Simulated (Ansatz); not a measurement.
# C₂H₈B₂O: one species, many methods

An exercise on one series of results from a longer session: the logs are not shown, and one member is left open.

Method: functionals in def2-TZVPP, the program's frozen cores in correlated methods; program: Ansatz 0.2.0, Gaussian basis.

Plan: PBE-D4, r2SCAN-D4, PBE0-D4, B3LYP-D4, ωB97X-V, ωB97M-V, B2PLYP; CCSD(T)/def2-TZVPP; MP2/def2-QZVPP; extrapolation to the limit.

## The geometry

An earlier PBE0-D4 in a triple-zeta def2 set relaxation fixed the geometry.

SMILES `BBCOC`, 13 atoms, charge 0, spin multiplicity 1.

Atoms are counted from 1 here; the program's logs count them from 0.

Bond lengths: B1–B2 1.638 Å, B1–H6 1.200 Å, B1–H7 1.200 Å, B2–C3 1.558 Å, B2–H8 1.206 Å, C3–O4 1.406 Å, C3–H9 1.107 Å, C3–H10 1.107 Å, O4–C5 1.400 Å, C5–H11 1.090 Å, C5–H12 1.100 Å, C5–H13 1.100 Å. Angles: B2–B1–H6 122.0°, B2–B1–H7 122.1°, H6–B1–H7 115.8°, B1–B2–C3 127.8°, B1–B2–H8 114.9°, C3–B2–H8 117.3°, B2–C3–O4 113.9°, B2–C3–H9 108.6°, B2–C3–H10 108.5°, O4–C3–H9 110.6°, O4–C3–H10 110.6°, H9–C3–H10 104.1°, C3–O4–C5 112.5°, O4–C5–H11 107.7°, O4–C5–H12 111.6°, O4–C5–H13 111.6°, H11–C5–H12 108.9°, H11–C5–H13 108.9° and more.

The first run:

in.yaml reads:

```yaml
crystal:
  periodic: [false, false, false]
  atoms:
    - {symbol: B, position_ang: [-1.055957, 2.347417, 1.072827]}
    - {symbol: B, position_ang: [-1.051453, 0.844056, 0.421311]}
    - {symbol: C, position_ang: [0.181264, -0.005509, -0.009876]}
    - {symbol: O, position_ang: [-0.151887, -1.265033, -0.538147]}
    - {symbol: C, position_ang: [0.976364, -2.002615, -0.914630]}
    - {symbol: H, position_ang: [-1.049960, 2.527079, 2.259662]}
    - {symbol: H, position_ang: [-1.146097, 3.334772, 0.396232]}
    - {symbol: H, position_ang: [-2.142200, 0.353673, 0.266006]}
    - {symbol: H, position_ang: [0.774804, 0.579170, -0.739213]}
    - {symbol: H, position_ang: [0.856455, -0.113690, 0.861094]}
    - {symbol: H, position_ang: [0.630826, -2.958357, -1.309993]}
    - {symbol: H, position_ang: [1.557377, -1.484922, -1.691760]}
    - {symbol: H, position_ang: [1.640866, -2.190642, -0.058715]}
basis:
  gaussian: {orbitals: def2-TZVPP}
hamiltonian: {xc: pbe, dispersion: d4}
output: {forces: true, orbitals: {seedname: orbitals}}
```

Run with:

```
$ ansatz run in.yaml --threads 4 --pin off --events-out ev --progress --plain --max-ram 10444MiB
```

Among the steps run: PBE-D4 (GGA); r2SCAN-D4 (meta-GGA); PBE0-D4 (hybrid); B3LYP-D4 (hybrid); ωB97X-V (range-separated); ωB97M-V (range-separated); B2PLYP (double hybrid); CCSD(T) in def2-TZVPP; MP2 in def2-QZVPP.

One table of the session follows, with a row left open; its other results are not shown here.

| method | atomisation energy (kcal/mol) |
| --- | --- |
| PBE-D4 | 1160.4 |
| r2SCAN-D4 | 1145.4 |
| PBE0-D4 | ? |
| B3LYP-D4 | 1143.1 |
| ωB97X-V | 1140.9 |
| ωB97M-V | 1142.5 |
| B2PLYP | 1129.3 |
| HF/def2-TZVPP | 859.7 |
| MP2/def2-TZVPP | 1122.2 |
| CCSD/def2-TZVPP | 1094.7 |
| CCSD(T)/def2-TZVPP | 1107.8 |
| MP2/CBS | 1146.5 |
| CCSD(T)/CBS | 1132.1 |

**Question.** Estimate the row for PBE0-D4.

The run gave: atomisation energy (kcal/mol): 1144.3. In the column «atomisation energy (kcal/mol)» it lies between B3LYP-D4 (1143.1) and r2SCAN-D4 (1145.4).
